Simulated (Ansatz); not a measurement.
**GeH2ClO (SMILES [O][GeH2][Cl]) at UB2PLYP/def2-SVPD**

Aim: the electronic atomisation energy of GeH2ClO at UB2PLYP/def2-SVPD, from 5 runs. 

Program for the calculation: Ansatz 0.2.0.

74 further runs of the same task are left out: 1 that didn't finish, 73 set aside as unsound or not needed.

**1. The system as given**

The species is GeH2ClO (5 atoms), meant as a doublet with charge 0. SMILES: `[O][GeH2][Cl]`. The coordinates come from a PBE0-D4/def2-TZVP relaxation.

Bond lengths: O1–Ge2 1.781 Å, Ge2–Cl3 2.144 Å, Ge2–H4 1.531 Å, Ge2–H5 1.531 Å. Angles: O1–Ge2–Cl3 110.8°, O1–Ge2–H4 106.5°, O1–Ge2–H5 106.5°, Cl3–Ge2–H4 108.2°, Cl3–Ge2–H5 108.2°, H4–Ge2–H5 116.7°.

**2. A single-point energy at UB2PLYP/def2-SVPD**

The input, input.yaml:

```yaml
crystal:
  periodic: [false, false, false]
  atoms:
    - {symbol: O, position_ang: [-0.272400, -0.591800, 1.625500]}
    - {symbol: Ge, position_ang: [0.123700, -0.081200, -0.034500]}
    - {symbol: Cl, position_ang: [-1.347100, 1.290100, -0.778900]}
    - {symbol: H, position_ang: [0.081000, -1.343800, -0.899000]}
    - {symbol: H, position_ang: [1.464600, 0.653000, 0.045400]}
basis:
  gaussian:
    orbitals: def2-SVPD
magnetization:
  spin_polarized: true
  initial_magnetization: 1
hamiltonian:
  xc: {name: B2PLYP}
correlation:
  frozen_orbitals: {Cl: 5, Ge: 9, H: 0, O: 1}
accuracy: high
output: {orbitals: {seedname: orbitals}}
```

Command:

```
$ ansatz run input.yaml --threads 1 --pin off --max-ram 3480MiB --events-out events.jsonl --progress --plain --runs-dir runs
```

Log:

```text
Warning: RAYON_NUM_THREADS=1 ignored (pool sized by the plan → 1); use --threads N
Functional definition: B2PLYP
  name "B2PLYP"
  parameter a = 0.53
  parameter c = 0.27
  exchange = (1 - a)*b88_x + a*exact_x
  correlation = (1 - c)*lyp_c + c*(mp2_os + mp2_ss)
1996 factors; integrals over basis functions are off by at most 4.4e-9 eV
mean field evaluation 1: about -71075.1752 eV, gradient 4.4e1 eV
mean field evaluation 2: about -71075.1954 eV, gradient 4.4e1 eV
mean field evaluation 4: about -71084.4616 eV, gradient 7.8e0 eV
mean field evaluation 8: about -71086.8286 eV, gradient 8.8e-1 eV
mean field evaluation 16: about -71086.8343 eV, gradient 6.8e-4 eV
mean field evaluation 32: about -71086.8343 eV, gradient 2.0e-5 eV
mean field evaluation 64: about -71072.1078 eV, gradient 1.7e1 eV
mean field -71086.83429008 eV, -2612.3929757736 hartree, gradient 4.7e-8 eV, S^2 0.755496; 4 other end points of the search recorded, 0 dependent functions left out
15 core orbitals not correlated: weight in the atoms' cores, before any rotation towards them, 1.000 or more for the frozen orbitals, at most 0.000 for the correlated occupied ones
reference -71086.83431309 eV, -2612.3929766191 hartree; 15, 14 occupied and 74, 75 virtual orbitals, 1996 factors
second order -17.52525861 eV of doubles, -0.00000000 eV of singles
Total energy: -71091.56613291 eV, -2612.5668677903 hartree
```

It took 72 s on 1 thread of Intel Xeon Platinum 8259CL at 2.50GHz (Skylake/Cascade Lake), shared host; peak memory 0.7 GiB.

**3. The Cl atom, same level**

The input, molecule.yaml:

```yaml
crystal:
  periodic: [false, false, false]
  atoms:
    - {symbol: Cl, position_ang: [0.000000, 0.000000, 0.000000]}
basis:
  gaussian:
    orbitals: def2-SVPD
magnetization:
  spin_polarized: true
  initial_magnetization: 1
hamiltonian:
  xc: {name: B2PLYP}
correlation:
  frozen_orbitals: {Cl: 5}
accuracy: high
```

Run the same way, it converges to -459.85926 Eh (log not shown).

**4. The Ge atom, same level**

The input, job.yaml:

```yaml
crystal:
  periodic: [false, false, false]
  atoms:
    - {symbol: Ge, position_ang: [0.000000, 0.000000, 0.000000]}
basis:
  gaussian: {orbitals: def2-SVPD}
magnetization: {spin_polarized: true, initial_magnetization: 2}
hamiltonian: {xc: {name: B2PLYP}}
correlation: {frozen_orbitals: {Ge: 9}}
accuracy: high
```

Run the same way, it converges to -2076.28650 Eh (log not shown).

**5. The H atom at the same level**

The input, molecule.yaml:

```yaml
crystal:
  periodic: [false, false, false]
  atoms:
    - symbol: H
      position_ang: [0.000000, 0.000000, 0.000000]
basis:
  gaussian: {orbitals: def2-SVPD}
magnetization: {spin_polarized: true, initial_magnetization: 1}
hamiltonian: {xc: {name: B2PLYP}}
correlation: {frozen_orbitals: {H: 0}}
accuracy: high
```

Command:

```
$ ansatz run molecule.yaml --threads 1 --pin off --max-ram 3480MiB --events-out events.jsonl --progress --plain --runs-dir runs
```

Log (excerpt; [...] marks lines left out):

```text
Warning: RAYON_NUM_THREADS=1 ignored (pool sized by the plan → 1); use --threads N
[... 6 set-up lines as earlier in the session ...]
33 factors; integrals over basis functions are off by at most 4.9e-10 eV
mean field evaluation 1: about -13.5391 eV, gradient 8.8e-1 eV
mean field evaluation 2: about -13.5391 eV, gradient 8.8e-1 eV
mean field evaluation 4: about -13.5492 eV, gradient 3.4e-5 eV
mean field evaluation 8: about -13.5492 eV, gradient 3.3e-11 eV
mean field -13.54924563 eV, -0.4979255927 hartree, gradient 3.3e-11 eV, S^2 0.750000; 0 other end points of the search recorded, 0 dependent functions left out
reference -13.54925786 eV, -0.4979260423 hartree; 1, 0 occupied and 7, 8 virtual orbitals, 33 factors
second order 0.00000000 eV of doubles, -0.00000000 eV of singles
Total energy: -13.54925786 eV, -0.4979260423 hartree
```

It took 0.32 s on 1 thread of Intel Xeon Platinum 8259CL at 2.50GHz (Skylake/Cascade Lake), shared host.

**6. The O atom, same level**

The input, job.yaml:

```yaml
crystal:
  periodic: [false, false, false]
  atoms:
    - {symbol: O, position_ang: [0.000000, 0.000000, 0.000000]}
basis:
  gaussian:
    orbitals: def2-SVPD
magnetization:
  spin_polarized: true
  initial_magnetization: 2
hamiltonian:
  xc: {name: B2PLYP}
correlation:
  frozen_orbitals: {O: 1}
accuracy: high
```

Command:

```
$ ansatz run job.yaml --threads 1 --pin off --max-ram 3480MiB --events-out events.jsonl --progress --plain --runs-dir runs
```

Log (excerpt; [...] marks lines left out):

```text
Warning: RAYON_NUM_THREADS=1 ignored (pool sized by the plan → 1); use --threads N
[... 2 set-up lines as earlier in the session ...]
[...]
191 factors; integrals over basis functions are off by at most 1.9e-9 eV
[...]
mean field -2038.64377924 eV, -74.9187770448 hartree, gradient 2.6e-8 eV, S^2 2.005278; 0 other end points of the search recorded, 0 dependent functions left out
1 core orbitals not correlated: weight in the atoms' cores, before any rotation towards them, 1.000 or more for the frozen orbitals, at most 0.000 for the correlated occupied ones
reference -2038.64379500 eV, -74.9187776240 hartree; 4, 2 occupied and 18, 20 virtual orbitals, 191 factors
second order -3.46360413 eV of doubles, -0.00000000 eV of singles
Total energy: -2039.57896812 eV, -74.9531446021 hartree
```

Run time: 0.99 s. Hardware: 1 thread of Intel Xeon Platinum 8259CL at 2.50GHz (Skylake/Cascade Lake), shared host; peak memory 0.097 GiB.

**7. Results**

At UB2PLYP/def2-SVPD, 15 core orbitals frozen:

```
                                                          quantity           value
                                            molecule: total energy  -2612.56687 Eh
molecule: HOMO energy (SCF part's orbitals) (highest over α and β)       -10.45 eV
 molecule: LUMO energy (SCF part's orbitals) (lowest over α and β)        -2.49 eV
                                                    molecule: ⟨S²⟩           0.755
                                             Cl atom: total energy   -459.85926 Eh
                                                     Cl atom: ⟨S²⟩           0.754
                                             Ge atom: total energy  -2076.28650 Eh
                                                     Ge atom: ⟨S²⟩           2.005
                                              H atom: total energy     -0.49793 Eh
                                                      H atom: ⟨S²⟩           0.750
                                              O atom: total energy    -74.95314 Eh
                                                      O atom: ⟨S²⟩           2.005
                                     electronic atomisation energy       12.847 eV
```

What this shows: Taking the molecule apart into free atoms costs 12.85 eV (1240 kJ/mol), before zero-point energy and without spin-orbit coupling.
